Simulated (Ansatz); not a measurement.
# RuSi+ (doublet): from Hartree-Fock to the top rungs, def2-TZVPP

The task here is to estimate one member of a computed series from the others.

Program: Ansatz 0.2.0, Gaussian basis. Level of theory: def2-TZVPP, core rule «outside noble gas», up to 9 orbitals frozen. These are calculated values, not measurements.

Plan: UHF; ROHF; CCSD(T) on UHF.

2 further runs of the same task are left out: 2 set aside as unsound or not needed.

**The system**

The geometry is a PBE0/def2-TZVP stationary point (not a proven minimum) of the parent state, kept for this charge and spin. No spin-orbit coupling is included. Elements past krypton take def2 core potentials.

2 atoms, charge 1, spin multiplicity 2.

Atoms are counted from 1 here; the program's logs count them from 0.

Bond lengths: Ru1–Si2 2.032 Å.

Coordinates:

```xyz
2
charge 1, multiplicity 2
Ru    0.0000    0.0000    0.0000
Si    0.0000    0.0000    2.0320
```

The first run:

The input, in.yaml:

```yaml
crystal:
  periodic: [false, false, false]
  atoms:
    - {symbol: Ru, position_ang: [0.000000, 0.000000, 0.000000]}
    - {symbol: Si, position_ang: [0.000000, 0.000000, 2.032000]}
basis:
  gaussian: {orbitals: def2-TZVPP}
total_charge: 1
magnetization: {spin_polarized: true, initial_magnetization: 1}
hamiltonian: {xc: hf}
output: {orbitals: {seedname: orbitals}}
```

Command:

```bash
$ ansatz run in.yaml --threads 1 --pin off --events-out ev --progress --plain --max-ram 2816MiB --backend cpu
```

Among the steps run: UHF; ROHF; CCSD(T) on UHF.

One of the session's tables, all rows but one given; the rest of the session is left out.

```
  method  from UCCSD(T) (meV)
    ROHF                    ?
     UHF              +9916.3
    UMP2              +1350.9
   UCCSD               +641.4
UCCSD(T)                    0
```

Estimate the missing values for ROHF.

**Answer.** from UCCSD(T) (meV): +11058.8. In the column «from UCCSD(T) (meV)» it is the highest.

The program flags UCCSD(T) as in doubt (see the logs), so the zero of the table is itself unsure.

Caveats from the session: The determinant is far from a pure spin state, so its energy mixes those of several spin states (harmless only where they are near-degenerate, as at dissociation). The program flags UCCSD(T) as in doubt, so the zero of the table is itself unsure. Warnings: spin contamination; coupled cluster took another determinant than the lowest.
